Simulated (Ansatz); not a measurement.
# BeBH3 (singlet): from Hartree-Fock to the top rungs at scale of all distances = 1.508, 6-31G

How much of the correlation energy of BeBH3 (singlet) does each wave-function method recover here?

Method: 6-31G, core rule «outside noble gas», up to 2 orbitals frozen; program: Ansatz 0.2.0, Gaussian basis.

Plan: UHF; CCSD(T) on RHF; CCSD(T) on UHF; BCCD(T) on RHF; CISD; CCSDT(Q) on RHF; CCSDT(Q) on UHF; CCSDTQ on RHF; CASSCF and MRCISD+Q, 2 electrons in 2 orbitals; CASSCF and NEVPT2, 2 electrons in 2 orbitals; CASSCF and MRCISD+Q, 8 electrons in 11 orbitals; CASSCF and NEVPT2, 8 electrons in 11 orbitals; Full CI.

19 further runs of the same task are left out: 6 for a known fault of the program, 10 that didn't finish, 3 set aside as unsound or not needed. Runs told in other sessions of the task aren't counted.

## Step 1: The system

The geometry derives from a PBE0/def2-TZVP stationary point (not a proven minimum). All distances are scaled together.

5 atoms, charge 0, spin multiplicity 1.

Atoms are counted from 1 here; the program's logs count them from 0.

No contacts short enough for the rule that draws bonds.

## Step 2: UHF

in.yaml

```yaml
crystal:
  periodic: [false, false, false]
  atoms:
    - {symbol: B, position_ang: [0.000000, 0.000000, 1.240020]}
    - {symbol: Be, position_ang: [0.000000, 0.000000, -1.584707]}
    - {symbol: H, position_ang: [0.000000, 1.512796, 2.238098]}
    - {symbol: H, position_ang: [0.000000, -1.512796, 2.238099]}
    - {symbol: H, position_ang: [0.000000, 0.000000, -3.607280]}
basis:
  gaussian: {orbitals: 6-31G}
magnetization: {spin_polarized: true, initial_magnetization: 0}
hamiltonian: {xc: hf}
output: {orbitals: {seedname: orbitals}}
```

The run is started by

```
> ansatz run in.yaml --threads 1 --pin off --events-out ev --progress --plain --max-ram 2393MiB
```

Further steps of the session: CCSD(T) on RHF; CCSD(T) on UHF; BCCD(T) on RHF; CISD; CCSDT(Q) on RHF; CCSDT(Q) on UHF; CCSDTQ on RHF; CASSCF and MRCISD+Q, 2 electrons in 2 orbitals; CASSCF and NEVPT2, 2 electrons in 2 orbitals; CASSCF and MRCISD+Q, 8 electrons in 11 orbitals; CASSCF and NEVPT2, 8 electrons in 11 orbitals; Full CI.

Before running them: what should the planned runs give, taken together? Wanted: FCI from the RHF energy; RMP2 from FCI; UMP2 from FCI; RCCSD from FCI; RCCSD(T) from FCI; UCCSD(T) from FCI; RCCSDT(Q) from FCI; UCCSDT(Q) from FCI; NEVPT2 pair from FCI.

As calculated:

```
                         quantity                                                                            value
          FCI from the RHF energy                                                                       -4.2970 eV
                    RMP2 from FCI                                                                      +1589.3 meV
                    UMP2 from FCI                                                                      +2031.7 meV
                   RCCSD from FCI                                                                       +242.6 meV
                RCCSD(T) from FCI                                                                        +84.3 meV
                UCCSD(T) from FCI                                                                       +146.0 meV
               RCCSDT(Q) from FCI                                                                         +4.1 meV
               UCCSDT(Q) from FCI                                                                         +9.2 meV
             NEVPT2 pair from FCI                                                                      +1347.0 meV
          NEVPT2 valence from FCI                                                                       +118.3 meV
        MRCISD+Q valence from FCI                                                                         +6.4 meV
levels within 1 kcal/mol (43 meV)  RCCSDT, UCCSDT, RCCSDT(Q), UCCSDT(Q), RCCSDTQ, MRCISD valence, MRCISD+Q valence
                    T1 diagnostic                                                                            0.024
   effectively unpaired electrons                                                                             0.41
```

In words: RCCSD(T) misses by +84.3 meV, 2.0 % of the correlation energy. CCSD(T) misses by +84.3 meV on the restricted determinant and by +146.0 meV on the unrestricted one; the two need not hold the same state or core. The occupations show static correlation (0.41 effectively unpaired electrons where one determinant has 0). Of the multireference levels listed MRCISD+Q valence comes nearest in total energy (+6.4 meV), which doesn't show that its space is the better one. These misses are within one basis, not against nature.
